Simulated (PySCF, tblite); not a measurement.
# C6H8N2: a rotation path, then NMR shifts on frames, part 2 of 2

tblite 0.8.0 and PySCF 2.14.0. Atoms count from 0. The steps go on from the part before.

## (5) Nuclear shieldings: image 5, PBE0/pcSseg-1

What the job is given:

```
{"job": {"kind": "nmr", "xc": "PBE0", "basis": "pcSseg-1", "pop": false}, "charge": 0, "multiplicity": 1}
C      2.298700     0.039100     0.870600
C      1.619200    -0.055300    -0.488000
C      0.127500    -0.043400    -0.360800
N     -0.578200     0.090500    -1.479800
C     -1.892900     0.135500    -1.363900
C     -2.533900     0.040500    -0.135600
C     -1.706100    -0.127700     0.963600
N     -0.390600    -0.164700     0.854500
H      2.001800    -0.801900     1.490800
H      3.380300     0.041200     0.763500
H      1.991100     0.951100     1.375300
H      1.910500    -0.977500    -0.999800
H      1.912000     0.773500    -1.136900
H     -2.442800     0.253100    -2.290000
H     -3.606100     0.092100    -0.042100
H     -2.098200    -0.237000     1.967300
```

Level: GIAO PBE0/pcSseg-1 NMR shielding, non-relativistic, gas phase.

Standard output:

```text
coarse grid: 13600 points
cycle   1  E = -342.4146855185  dE =  1.362e+00  |g| = 4.520e-01  |ddm| = 3.711e+00
cycle   2  E = -342.3980795762  dE =  1.661e-02  |g| = 5.551e-01  |ddm| = 9.004e-01
cycle   3  E = -342.4644448771  dE = -6.637e-02  |g| = 7.202e-02  |ddm| = 4.512e-01
cycle   4  E = -342.4652104497  dE = -7.656e-04  |g| = 3.923e-02  |ddm| = 6.850e-02
cycle   5  E = -342.4655494563  dE = -3.390e-04  |g| = 1.032e-02  |ddm| = 4.273e-02
cycle   6  E = -342.4655737021  dE = -2.425e-05  |g| = 3.949e-03  |ddm| = 1.278e-02
cycle   7  E = -342.4655775944  dE = -3.892e-06  |g| = 6.872e-04  |ddm| = 3.830e-03
final grid: 132208 points
cycle   8  E = -342.5093576886  dE = -4.293e-05  |g| = 7.630e-03  |ddm| = 3.346e-02
cycle   9  E = -342.5093544317  dE =  3.257e-06  |g| = 8.634e-03  |ddm| = 1.488e-02
cycle  10  E = -342.5093719540  dE = -1.752e-05  |g| = 1.693e-03  |ddm| = 8.389e-03
cycle  11  E = -342.5093726396  dE = -6.856e-07  |g| = 3.262e-04  |ddm| = 1.693e-03
cycle  12  E = -342.5093726625  dE = -2.289e-08  |g| = 1.181e-04  |ddm| = 3.377e-04
cycle  13  E = -342.5093726653  dE = -2.856e-09  |g| = 3.708e-05  |ddm| = 1.046e-04
cycle  14  E = -342.5093726656  dE = -2.775e-10  |g| = 1.788e-05  |ddm| = 4.756e-05
converged SCF energy = -342.5093726656

GIAO shielding tensors (ppm)
atom      isotropic    diamagn.    paramagn.     s11        s22        s33       span
  0 C      173.422     245.821     -72.399    167.416    174.655    178.193     10.777
  1 C      151.333     247.479     -96.146    135.562    146.407    172.031     36.468
  2 C        8.691     256.606    -247.914    -74.244    -25.800    126.118    200.362
  3 N      -66.523     332.548    -399.071   -324.215   -158.602    283.249    607.464
  4 C       24.051     249.990    -225.940    -91.083     14.264    148.970    240.053
  5 C       63.883     261.945    -198.062    -52.306     65.711    178.244    230.551
  6 C       23.946     249.658    -225.711    -90.981     14.109    148.711    239.692
  7 N      -59.267     333.432    -392.699   -319.655   -154.135    295.989    615.644
  8 H       29.686      29.764      -0.078     25.125     28.226     35.706     10.581
  9 H       30.538      27.181       3.357     25.761     28.415     37.437     11.677
 10 H       30.391      29.926       0.465     26.564     28.325     36.284      9.719
 11 H       28.432      29.606      -1.174     23.784     28.169     33.342      9.558
 12 H       28.512      30.106      -1.594     23.149     28.519     33.867     10.719
 13 H       22.743      29.654      -6.911     18.743     22.891     26.596      7.853
 14 H       24.622      30.711      -6.089     22.873     23.694     27.298      4.425
 15 H       22.724      30.636      -7.912     18.577     22.787     26.807      8.230
```

Wall time 20 s (1 thread of Arm Neoverse V1, shared host); peak memory 0.81 GiB.

In short: δ C2 178.2, C6 163.0, C4 162.9, C5 123.0, H15 8.99, H13 8.97 ppm.

## (6) NMR shieldings: image 6, PBE0/pcSseg-1

What the job is given:

```
{"job": {"kind": "nmr", "xc": "PBE0", "basis": "pcSseg-1", "pop": false}, "charge": 0, "multiplicity": 1}
C      2.302100    -0.060800     0.870700
C      1.618700     0.036000    -0.485400
C      0.127200     0.015900    -0.357500
N     -0.580100     0.003500    -1.483600
C     -1.895800     0.012900    -1.371500
C     -2.536200     0.025600    -0.139200
C     -1.705700     0.010500     0.970600
N     -0.389300     0.010900     0.864300
H      2.019900    -0.989200     1.360100
H      3.383100    -0.029300     0.762600
H      1.983300     0.761100     1.505300
H      1.917500    -0.790500    -1.135600
H      1.901100     0.959600    -0.998500
H     -2.447300     0.006500    -2.304000
H     -3.609900     0.042200    -0.050400
H     -2.096100    -0.006000     1.980800
```

Method: GIAO PBE0/pcSseg-1 NMR shielding, non-relativistic, gas phase.

Standard output:

```text
coarse grid: 13600 points
cycle   1  E = -342.4146658154  dE =  1.362e+00  |g| = 4.524e-01  |ddm| = 3.714e+00
cycle   2  E = -342.3980066384  dE =  1.666e-02  |g| = 5.556e-01  |ddm| = 9.017e-01
cycle   3  E = -342.4644982663  dE = -6.649e-02  |g| = 7.209e-02  |ddm| = 4.523e-01
cycle   4  E = -342.4652663094  dE = -7.680e-04  |g| = 3.922e-02  |ddm| = 6.858e-02
cycle   5  E = -342.4656051026  dE = -3.388e-04  |g| = 1.033e-02  |ddm| = 4.278e-02
cycle   6  E = -342.4656293851  dE = -2.428e-05  |g| = 3.944e-03  |ddm| = 1.278e-02
cycle   7  E = -342.4656332704  dE = -3.885e-06  |g| = 6.831e-04  |ddm| = 3.826e-03
final grid: 132208 points
cycle   8  E = -342.5094252676  dE = -4.316e-05  |g| = 7.648e-03  |ddm| = 3.374e-02
cycle   9  E = -342.5094219419  dE =  3.326e-06  |g| = 8.663e-03  |ddm| = 1.500e-02
cycle  10  E = -342.5094396101  dE = -1.767e-05  |g| = 1.708e-03  |ddm| = 8.493e-03
cycle  11  E = -342.5094403110  dE = -7.009e-07  |g| = 3.239e-04  |ddm| = 1.703e-03
cycle  12  E = -342.5094403337  dE = -2.264e-08  |g| = 1.165e-04  |ddm| = 3.369e-04
cycle  13  E = -342.5094403364  dE = -2.774e-09  |g| = 3.759e-05  |ddm| = 1.044e-04
cycle  14  E = -342.5094403367  dE = -2.851e-10  |g| = 1.808e-05  |ddm| = 4.823e-05
converged SCF energy = -342.5094403367

GIAO shielding tensors (ppm)
atom      isotropic    diamagn.    paramagn.     s11        s22        s33       span
  0 C      173.480     245.699     -72.218    168.236    174.602    177.603      9.367
  1 C      151.433     247.566     -96.133    135.943    145.960    172.395     36.452
  2 C        8.828     256.652    -247.824    -74.167    -25.495    126.146    200.313
  3 N      -66.621     332.565    -399.186   -324.910   -158.746    283.794    608.704
  4 C       24.017     249.977    -225.960    -91.242     14.289    149.005    240.246
  5 C       63.811     261.952    -198.141    -52.467     65.737    178.164    230.630
  6 C       23.926     249.646    -225.720    -91.035     14.149    148.666    239.701
  7 N      -59.200     333.439    -392.639   -319.492   -153.682    295.574    615.066
  8 H       30.192      29.799       0.393     26.271     28.146     36.159      9.888
  9 H       30.542      27.138       3.404     25.753     28.444     37.430     11.678
 10 H       29.882      29.830       0.052     25.422     28.357     35.868     10.447
 11 H       28.440      29.929      -1.488     23.271     28.393     33.656     10.385
 12 H       28.508      29.806      -1.298     23.550     28.388     33.586     10.036
 13 H       22.737      29.651      -6.914     18.734     22.879     26.597      7.863
 14 H       24.616      30.709      -6.094     22.905     23.638     27.303      4.398
 15 H       22.722      30.642      -7.920     18.569     22.776     26.821      8.252
```

Wall time 20 s (1 thread of Arm Neoverse V1, shared host); peak memory 0.82 GiB.

Key values: δ C2 178.1, C6 163.0, C4 162.9, C5 123.1, H15 8.99, H13 8.98 ppm.

## (7) NMR shieldings: image 8, PBE0/pcSseg-1

What the job is given:

```
{"job": {"kind": "nmr", "xc": "PBE0", "basis": "pcSseg-1", "pop": false}, "charge": 0, "multiplicity": 1}
C      2.320600    -0.258400     0.821600
C      1.610800     0.208300    -0.443800
C      0.120300     0.129100    -0.326200
N     -0.557100    -0.157700    -1.432800
C     -1.873200    -0.225400    -1.341000
C     -2.544000    -0.014400    -0.144900
C     -1.744100     0.286600     0.947700
N     -0.428300     0.360000     0.860200
H      2.088800    -1.301700     1.021800
H      3.397200    -0.156400     0.709500
H      1.993000     0.333600     1.671000
H      1.913800    -0.381600    -1.309900
H      1.873100     1.251200    -0.645700
H     -2.398900    -0.460400    -2.258400
H     -3.616800    -0.080000    -0.069400
H     -2.162500     0.476200     1.928800
```

With the program's defaults for keys left out, this is: GIAO PBE0/pcSseg-1 NMR shielding, non-relativistic, gas phase.

Standard output:

```text
coarse grid: 13600 points
cycle   1  E = -342.4158011396  dE =  1.355e+00  |g| = 4.485e-01  |ddm| = 3.688e+00
cycle   2  E = -342.3998325151  dE =  1.597e-02  |g| = 5.495e-01  |ddm| = 8.916e-01
cycle   3  E = -342.4648028540  dE = -6.497e-02  |g| = 7.168e-02  |ddm| = 4.425e-01
cycle   4  E = -342.4655554290  dE = -7.526e-04  |g| = 3.934e-02  |ddm| = 6.771e-02
cycle   5  E = -342.4658980451  dE = -3.426e-04  |g| = 1.018e-02  |ddm| = 4.236e-02
cycle   6  E = -342.4659216520  dE = -2.361e-05  |g| = 3.943e-03  |ddm| = 1.275e-02
cycle   7  E = -342.4659255429  dE = -3.891e-06  |g| = 6.820e-04  |ddm| = 3.796e-03
final grid: 132208 points
cycle   8  E = -342.5098528951  dE = -4.117e-05  |g| = 7.532e-03  |ddm| = 3.132e-02
cycle   9  E = -342.5098497634  dE =  3.132e-06  |g| = 8.501e-03  |ddm| = 1.460e-02
cycle  10  E = -342.5098667931  dE = -1.703e-05  |g| = 1.625e-03  |ddm| = 8.158e-03
cycle  11  E = -342.5098674277  dE = -6.346e-07  |g| = 3.162e-04  |ddm| = 1.601e-03
cycle  12  E = -342.5098674494  dE = -2.165e-08  |g| = 1.136e-04  |ddm| = 3.242e-04
cycle  13  E = -342.5098674520  dE = -2.650e-09  |g| = 3.441e-05  |ddm| = 1.016e-04
cycle  14  E = -342.5098674523  dE = -2.300e-10  |g| = 1.744e-05  |ddm| = 4.423e-05
converged SCF energy = -342.5098674523

GIAO shielding tensors (ppm)
atom      isotropic    diamagn.    paramagn.     s11        s22        s33       span
  0 C      173.402     246.131     -72.730    163.708    173.254    183.243     19.534
  1 C      150.072     246.582     -96.510    132.163    147.136    170.917     38.754
  2 C        8.254     256.149    -247.895    -74.184    -27.249    126.196    200.380
  3 N      -65.840     332.349    -398.189   -317.984   -156.589    277.052    595.035
  4 C       23.917     250.086    -226.168    -90.974     13.987    148.739    239.713
  5 C       63.486     261.981    -198.495    -52.735     65.047    178.145    230.880
  6 C       23.887     249.750    -225.863    -90.926     13.594    148.992    239.917
  7 N      -59.076     333.203    -392.279   -319.052   -156.111    297.936    616.988
  8 H       30.689      29.841       0.848     27.196     28.438     36.433      9.237
  9 H       30.486      27.366       3.120     25.913     28.072     37.473     11.561
 10 H       29.331      29.690      -0.360     24.138     28.413     35.441     11.303
 11 H       28.506      30.409      -1.902     23.142     28.306     34.071     10.928
 12 H       28.499      29.461      -0.961     24.894     27.643     32.961      8.067
 13 H       22.786      29.761      -6.975     18.849     22.903     26.605      7.756
 14 H       24.612      30.696      -6.084     22.925     23.658     27.253      4.329
 15 H       22.726      30.510      -7.785     18.655     22.829     26.694      8.039
```

Wall time 20 s (1 thread of Arm Neoverse V1, shared host); peak memory 0.82 GiB.

In short: δ C2 178.7, C6 163.0, C4 163.0, C5 123.4, H15 8.99, H13 8.93 ppm.

## (8) Comparing the runs: NMR shifts

Shifts (ppm) of some atoms, chosen among heavy atoms and hydrogens apart, with basis size and wall time:

| frame | C2 | C1 | C0 | H8 | H10 | N3 | N7 | functions | time |
| --- | --- | --- | --- | --- | --- | --- | --- | --- | --- |
| image 0 | 180.4 | 39.1 | 18.7 | 1.40 | 1.31 | 330.4 | 329.9 | 176 | 20 s |
| image 2 | 179.7 | 38.1 | 16.4 | 2.06 | 1.04 | 332.2 | 328.5 | 176 | 20 s |
| image 5 | 178.2 | 35.6 | 13.5 | 2.03 | 1.33 | 334.3 | 327.0 | 176 | 20 s |
| image 6 | 178.1 | 35.5 | 13.4 | 1.52 | 1.83 | 334.3 | 326.9 | 176 | 20 s |
| image 8 | 178.7 | 36.9 | 13.5 | 1.03 | 2.39 | 333.6 | 326.8 | 176 | 20 s |

## (9) Outcome

What follows sums up all 2 parts.

| quantity | value |
| --- | --- |
| barrier | 0.016 eV (0.4 kcal/mol) at image 5 |
| end to end (GFN2-xTB) | 0.008 eV |
| ¹³C shifts against TMS (PBE0/pcSseg-1, image 0) | 180.4, 163.6, 163.6, 123.2, 39.1, 18.7 ppm |
| ¹H shifts against TMS (PBE0/pcSseg-1, image 0) | 8.96, 8.95, 7.09, 3.10, 3.10, 1.44, 1.40, 1.31 ppm |
| ¹⁵N shifts against NH3 (PBE0/pcSseg-1, image 0) | 330.4, 329.9 ppm |
| range of the shift of C0 | 13.4 to 18.7 ppm |

In words: Along the band the dihedral turns by 120°, and the top (dihedral 170°) lies 0.4 kcal/mol above the start (GFN2-xTB, rough), so at room temperature this motion is fast. Ends this close can change order at a higher level. The top was not checked by a frequency run. Shifts at one fixed geometry are not the observed spectrum, which averages over the motion. NICS(1)zz of -27 ppm above the planar ring from C2 marks a diatropic (aromatic) ring current. In ppm, C0 moves most: its shift spreads over 5.2 ppm, from 13.4 (image 6) to 18.7 (image 0).
